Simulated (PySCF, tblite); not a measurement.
# C₄H₁₁BrO₂Si₂: geometry, infrared bands and NMR shifts

Wanted: the infrared bands and NMR shifts of C₄H₁₁BrO₂Si₂ (`C=C(C)[Si@@H](Br)O[Si@@H](C)O`), by calculation.

The runs use tblite 0.8.0 and PySCF 2.14.0, with density-fitted response routines of our own; the level of theory stands in each step. All values are computed, except where a source is named. Atoms are numbered from 0 throughout.

### 1 The starting structure

20 atoms, charge 0, multiplicity 1; geometry from: force field or distance geometry start.

Bonds of the start (Å): C0–C1 1.33, C1–C2 1.50, C1–Si3 1.87, Si3–Br4 2.21, Si3–O5 1.65, O5–Si6 1.66, Si6–C7 1.85, Si6–O8 1.65, C0–H9 1.10, C0–H10 1.08, C2–H11 1.10, C2–H12 1.10, C2–H13 1.10, Si3–H14 1.49, Si6–H15 1.49, C7–H16 1.10, C7–H17 1.11, C7–H18 1.09, O8–H19 0.97.

### 2 Geometry optimisation with GFN2-xTB

What the job is given:

```
{"job": {"kind": "relax", "xc": "GFN2-xTB", "basis": "xTB"}, "charge": 0, "multiplicity": 1}
C     -2.240100     1.378600    -0.834800
C     -2.181700     0.251200    -0.123900
C     -3.387700    -0.377700     0.513900
Si    -0.573600    -0.660400     0.173800
Br    -0.383200    -2.192400    -1.408600
O      0.736300     0.336400     0.106600
Si     2.330400     0.334100     0.563500
C      3.371300    -0.818400    -0.440500
O      2.887500     1.890000     0.484300
H     -3.198900     1.891600    -0.987100
H     -1.376100     1.837500    -1.290200
H     -3.572100    -1.387300     0.123500
H     -3.300400    -0.428400     1.610200
H     -4.295700     0.209500     0.297300
H     -0.623500    -1.340800     1.499700
H      2.393000    -0.086200     1.996000
H      3.322500    -0.559900    -1.503600
H      3.023800    -1.863100    -0.338300
H      4.413000    -0.781100    -0.127800
H      2.650000     2.377400    -0.317000
```

Launch:

```sh
OMP_NUM_THREADS=1 python probes_run.py task.json out
```

One launch serves the whole session: the jobs run in the order shown.

**Question.** This job is followed by: GFN2-xTB harmonic vibrations, gas phase; GIAO PBE0/pcSseg-1 NMR shielding, non-relativistic, gas phase. What will the session give for the following? strongest single infrared mode (GFN2-xTB); zero-point energy (GFN2-xTB); ¹³C shifts against TMS (PBE0/pcSseg-1); ¹H shifts against TMS (PBE0/pcSseg-1, means over atoms taken as alike); ²⁹Si shifts against TMS (PBE0/pcSseg-1); ⁷⁹Br shifts against HBr (PBE0/pcSseg-1); ¹⁷O shifts against H2O (PBE0/pcSseg-1); surface potential, 1st and 99th percentile.

**Answer**, as computed:

| quantity | value |
| --- | --- |
| strongest single infrared mode (GFN2-xTB) | 1088 cm⁻¹, 689 km/mol |
| zero-point energy (GFN2-xTB) | 89.6 kcal/mol |
| ¹³C shifts against TMS (PBE0/pcSseg-1) | 153.2, 135.9, 24.2, 2.4 ppm |
| ¹H shifts against TMS (PBE0/pcSseg-1, means over atoms taken as alike) | 6.18, 6.18, 5.75, 4.83, 2.31, 2.01, 0.35 ppm |
| ²⁹Si shifts against TMS (PBE0/pcSseg-1) | -18.8, -23.4 ppm |
| ⁷⁹Br shifts against HBr (PBE0/pcSseg-1) | 72 ppm |
| ¹⁷O shifts against H2O (PBE0/pcSseg-1) | 105.7, 66.8 ppm |
| surface potential, 1st and 99th percentile | -1.22 V and 2.14 V |

**Reading.** The optimisation took 154 steps and gained 0.273 eV; among the close pairs (by a distance rule), Si3–O5 changed most, from 1.647 to 1.602 Å. The lowest mode is slightly imaginary (10i cm⁻¹), a soft motion within the noise of the Hessian, so the minimum is not strictly shown. The strongest single mode, at 1088 cm⁻¹, moves mainly O5. Unscaled tight-binding wavenumbers are off by several per cent, some by more. Its intensities can rank the bands wrongly. The most deshielded carbon is C1 (fully substituted alkene carbon), at 153.2 ppm: an sp2 carbon of a C=C bond. At PBE0/pcSseg-1: The widest tensor belongs to Br4: span 586 ppm, with a paramagnetic part of -580 ppm. At PBE0/pcSseg-1, counted by nearest atom on the grid, the HOMO lies on C0, C1 about 35 % each; Br4 7 %, the LUMO on C0, C1 about 28 % each; Si3 10 %. Spin-orbit coupling is left out, which matters for shieldings and couplings at and beside the heavy atoms.
